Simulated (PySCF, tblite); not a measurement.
# C₄H₈FNSi₂: geometry, infrared bands and NMR shifts

What infrared bands and NMR shifts should C₄H₈FNSi₂ (`N#C[Si@@H]1[SiH2]CC[C@H]1F`) show?

Programs: tblite 0.8.0 and PySCF 2.14.0, with density-fitted response routines of our own. Each step states its level of theory. These are calculated values for one molecule in the gas phase, unless marked as measured. Atoms are numbered from 0 throughout.

## 1. Starting geometry

16 atoms, charge 0, multiplicity 1; geometry from: force field or distance geometry start.

Bonds of the start (Å): N0–C1 1.17, C1–Si2 1.85, Si2–Si3 2.34, Si3–C4 1.89, C4–C5 1.54, C5–C6 1.54, C6–F7 1.37, C6–Si2 1.90, Si2–H8 1.49, Si3–H9 1.50, Si3–H10 1.49, C4–H11 1.10, C4–H12 1.10, C5–H13 1.10, C5–H14 1.10, C6–H15 1.09.

## 2. Relaxing the molecule with GFN2-xTB

What the job is given:

```
{"job": {"kind": "relax", "xc": "GFN2-xTB", "basis": "xTB"}, "charge": 0, "multiplicity": 1}
N      3.515200    -1.454600     0.104200
C      2.535000    -0.962400     0.516800
Si     0.998900    -0.169200     1.178900
Si    -0.826500    -1.431200     0.439200
C     -1.489600    -0.060100    -0.675400
C     -0.345600     0.878600    -1.112000
C      0.473700     1.321000     0.117400
F     -0.314800     2.122100     0.896300
H      0.991800     0.101600     2.646300
H     -1.803900    -1.786700     1.521600
H     -0.401700    -2.616500    -0.356000
H     -1.979900    -0.494100    -1.560700
H     -2.248600     0.514000    -0.119800
H      0.315600     0.367000    -1.832700
H     -0.765900     1.766500    -1.608600
H      1.338700     1.913000    -0.166800
```

On the command line:

```console
$ OMP_NUM_THREADS=1 python probes_run.py task.json out
```

The driver reads the jobs from task.json and runs them one after another.

**Question.** This job is followed by: GFN2-xTB harmonic vibrations, gas phase; GIAO PBE0/pcSseg-1 NMR shielding, non-relativistic, gas phase. Predict these results of the whole session: strongest single infrared mode (GFN2-xTB); zero-point energy (GFN2-xTB); ¹³C shifts against TMS (PBE0/pcSseg-1); ¹H shifts against TMS (PBE0/pcSseg-1); ¹⁵N shifts against NH3 (PBE0/pcSseg-1); ²⁹Si shifts against TMS (PBE0/pcSseg-1); ¹⁹F shifts against CFCl3 (PBE0/pcSseg-1).

The runs gave:

| quantity | value |
| --- | --- |
| strongest single infrared mode (GFN2-xTB) | 2249 cm⁻¹, 416 km/mol |
| zero-point energy (GFN2-xTB) | 67.6 kcal/mol |
| ¹³C shifts against TMS (PBE0/pcSseg-1) | 123.5, 96.6, 35.9, 11.0 ppm |
| ¹H shifts against TMS (PBE0/pcSseg-1) | 5.70, 4.55, 4.09, 4.04, 2.87, 1.56, 1.42, 1.41 ppm |
| ¹⁵N shifts against NH3 (PBE0/pcSseg-1) | 370.7 ppm |
| ²⁹Si shifts against TMS (PBE0/pcSseg-1) | -67.1, -69.3 ppm |
| ¹⁹F shifts against CFCl3 (PBE0/pcSseg-1) | -241.3 ppm |

Over 51 steps the energy fell by 0.271 eV; of the close pairs, Si2–C6 changed most, 1.904 to 1.941 Å. All 42 modes are real, so the xTB geometry is a minimum. The strongest single mode, at 2249 cm⁻¹, moves mainly H8. Unscaled tight-binding wavenumbers are off by several per cent, some by more. Its intensities can rank the bands wrongly. The most deshielded carbon is C1 (nitrile carbon), at 123.5 ppm: typical of a nitrile. H15 (hydrogen on an sp3 CH bonded to F and Si) lies farthest downfield among hydrogen, at 5.70 ppm; its carbon carries F, which withdraws density. At PBE0/pcSseg-1: The largest span, 590 ppm, is at N0, where the paramagnetic term is -440 ppm.
